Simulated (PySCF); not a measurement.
# C2H3NO3Si: the cost of one run

Computed with PySCF 2.14.0, with density-fitted response routines of our own, on a single molecule in the gas phase. Atoms count from 0, in the outputs and in this text.

## 1. Starting geometry

10 atoms, charge 0, multiplicity 1; geometry from: GFN2-xTB. The atoms were then displaced at random by about 0.01 Å, so the start is not that level's minimum.

Bonds of the start (Å): N0–C1 1.12, C1–Si2 1.86, Si2–O3 1.58, Si2–O4 1.70, O4–C5 1.30, C5–O6 1.20, Si2–H7 1.44, O3–H8 0.93, C5–H9 1.11.

## 2. Geometry optimisation at PBE0-D3(BJ)/def2-SVP

The job: settings as JSON, then the geometry in Å.

```
{"job": {"xc": "PBE0", "basis": "def2-SVP", "d3": "d3bj", "grid": 1, "shake": 0.01, "kind": "geom"}, "charge": 0, "multiplicity": 1}
N     -1.021570     3.174410     0.208980
C     -0.915240     2.061630     0.269160
Si    -0.761660     0.213400     0.429550
O     -1.373150    -0.457900    -0.863180
O      0.922350    -0.006000     0.469460
C      1.589570    -0.921480    -0.158570
O      1.127430    -1.783930    -0.844680
H     -1.219180    -0.277810     1.704830
H     -0.972600    -1.197600    -1.267780
H      2.674490    -0.825630     0.031180
```

Command:

```bash
$ OMP_NUM_THREADS=1 python probes_run.py task.json out
```

One launch serves the whole session: the jobs run in the order shown.

**Question.** How long does this first job take on 1 thread of Arm Neoverse V1, shared host, and how much memory does it need?

About 2.4 min, with a peak of 0.51 GiB.
